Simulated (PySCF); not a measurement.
**Copper: the same states on changed settings**

One table from this session's results is given with a row withheld; the runs are named, their logs left out.

Method: unrestricted determinants in a Gaussian basis, no spin-orbit coupling in the energies. Code: PySCF 2.14.0.

## What is computed

* Element: copper (Z = 29)
* Basis: STO-3G
* Hamiltonian: no relativity, point nucleus
* State 1: Cu⁺: [Ar] 3d10, closed-shell 1S
* State 2: Cu²⁺: [Ar] 3d9, 2D determinant
* Methods: UHF, r2SCAN, PBE0, MP2
* Core shells frozen in the correlated runs: valence: [Ar] (for Cu⁺)

Outer shells as boxes (Hund's rule):

Cu+ [Ar] 3d10
```
[Ar] core
3d [↑↓][↑↓][↑↓][↑↓][↑↓]
```

Cu2+ [Ar] 3d9
```
[Ar] core
3d [↑↓][↑↓][↑↓][↑↓][↑ ]
```

The sound run (Sapporo-DKH3-DZP-2012, scalar relativity by spin-free X2C-1e, symmetry-adapted start, fine grid, valence correlation) gave:

| species | method | energy (hartree) |
| --- | --- | --- |
| Cu⁺ | UHF | -1652.86827 |
| Cu⁺ | r2SCAN | -1654.40554 |
| Cu⁺ | PBE0 | -1654.19964 |
| Cu⁺ | MP2 (valence) | -1653.26318 |
| Cu²⁺ | UHF | -1652.23120 |
| Cu²⁺ | r2SCAN | -1653.65156 |
| Cu²⁺ | PBE0 | -1653.44979 |
| Cu²⁺ | MP2 (valence) | -1652.50061 |

One driver process ran all states and methods and kept the integrals in memory. Each run is shown as a PySCF script that sums up its settings (the driver passes frozen orbitals as a list and adds second-order terms of double hybrids); the logs are those of the runs themselves. The driver starts from symmetry-adapted Hartree-Fock orbitals, holds the occupation by maximum overlap and uses a logarithmic radial grid for functionals, so a plain start would take other cycles.

The first run:

The driver's launch:

```
$ OMP_NUM_THREADS=1 python atomrun2.py TASK.json OUT
```

File input.py:

```python
from pyscf import gto, scf, dft, mp, cc
import basis_set_exchange as bse
mol = gto.M(atom="Cu 0 0 0", charge=1, spin=0, symmetry="D2h",
            basis=gto.basis.parse(bse.get_basis("STO-3G", elements=["Cu"], fmt="nwchem", header=False)))
mf = scf.UHF(mol)
mf.irrep_nelec = {'Ag': (5, 5), 'B1g': (1, 1), 'B2g': (1, 1), 'B3g': (1, 1), 'B1u': (2, 2), 'B2u': (2, 2), 'B3u': (2, 2)}
mf.kernel()
```

Steps of the session up to this table: Changed run, Cu⁺; Changed run, Cu²⁺: the ladder of methods.

One table of the session follows, with a row left open; its other results are not shown here.

Ionisation energy of Cu⁺:

| method | sound run (eV) |
| --- | --- |
| UHF | ? |
| r2SCAN | 20.517 |
| PBE0 | 20.404 |
| MP2 | 20.750 |
| SCS-MP2 | 20.318 |

**Question.** Estimate the row for UHF.

The run gave: sound run (eV): 17.335. In the column «sound run (eV)» it is the lowest.
